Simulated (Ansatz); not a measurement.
**Be2N in Ansatz: convergence with n extra bands**

Crystal: Be2N.

```
Be N
1.0
     3.09680    0.00000    0.00000
    -1.54840    2.68191    0.00000
     0.00000    0.00000    3.09753
Be N
2 1
Direct
  0.32662 0.64997 0.47931
  0.66849 0.32733 0.52283
  0.98859 0.99710 0.99760
```

The cell was built by a generator and needn't be a form met in nature.

The cell isn't the ideal one: atoms moved at random, drawn with an rms of 0.05 Å.

```yaml
Program: Ansatz 0.2.0
Task: convergence study
Functional: r2SCAN
Potentials_or_basis: SPMS NC
Cutoff: "1034 eV (not typed: the program's choice for these potentials)"
k_mesh: 7 × 7 × 6
Occupations: gaussian, width 0.1 eV
Spin: no spin polarisation
```

These are the settings of the first run; the series varies n extra bands, with any setting tied to it.

Hardware: 2 threads of Arm Neoverse V1, with other jobs on the host.

```
n extra bands  energy less the tightest run, at zero smearing (meV/atom)  SCF cycles  CPU time (s)  peak memory (GiB)
            1                                                       0.00           7            32               0.52
            2                                                       0.00           7            27               0.52
            4                                                       0.00           7            31               0.53
            8                                                       0.00           7            36               0.55
           16                                                       0.00           7            45               0.59
           32                                                       0.00           7            64               0.67
```

Against the tightest run, the energy stays within 1 meV/atom from 1 on. The tightest run that finished is the yardstick and may itself not be fully converged.

Caveat, for the tightest run too: the meta-GGA runs on potentials made for a GGA.
